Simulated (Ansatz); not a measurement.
# FeO: the cost of one run

Program: Ansatz 0.2.0. Level of theory: DFT LDA+U (U_eff = 8 eV on Fe d), plane waves, PAW. These are calculated values, not measurements.

2 further runs of the same task are left out: 2 that didn't finish.

### 1 Starting point

The structure is trigonal, space group R-3m (No. 166). Conventional cell: a = 3.035 Å, b = 3.035 Å, c = 7.547 Å, α = 90.00°, β = 90.00°, γ = 120.00°. Around Fe (site symmetry -3m) lie 6 O at 2.16 Å. O (site symmetry -3m) has 6 Fe at 2.16 Å as nearest neighbours.

Coordinates:

```
CELL_PARAMETERS angstrom
1.51768 0.87623 2.51579
-1.51768 0.87623 2.51579
0.00000 -1.75247 2.51579
ATOMIC_POSITIONS crystal
Fe 0.00000 0.00000 0.00000
O 0.50000 0.50000 0.50000
```

### 2 Ferromagnetic start, free, symmetry kept, no search

File input.yaml:

```yaml
crystal:
  lattice:
    - [1.51768211, 0.87623418, 2.51579458]
    - [-1.51768211, 0.87623418, 2.51579458]
    - [0.0, -1.75246835, 2.51579458]
  atoms:
    - { symbol: Fe, position: [0.0, 0.0, 0.0], spin: 4.0 }
    - { symbol: O, position: [0.5, 0.5, 0.5] }
basis:
  ecutwfc: 420
  ecutrho_ratio: 4
kpoints:
  mp_grid: { grid: [8, 8, 8] }
hamiltonian:
  xc: lda
  hubbard: { sites: [{ site: 0, l: d, u_eff: 8.0 }] }
scf:
  occupations: { method: gaussian, width: 0.05 }
  lower_state_search: "off"
  max_iter: 150
output:
  forces: true
  stress: true
  eigenvalues: true
  populations: true
  hubbard: { sites: [{ site: 0, l: d }] }
magnetization:
  spin_polarized: true
```

On the command line:

```bash
> ansatz run input.yaml --threads 2 --pin off --max-ram 3072MiB --backend cpu --events-out ev --progress --plain --runs-dir out
```

What time and memory should one allow on 2 threads of Arm Neoverse V1, shared host?

About 4.3 s, with a peak of 0.31 GiB.
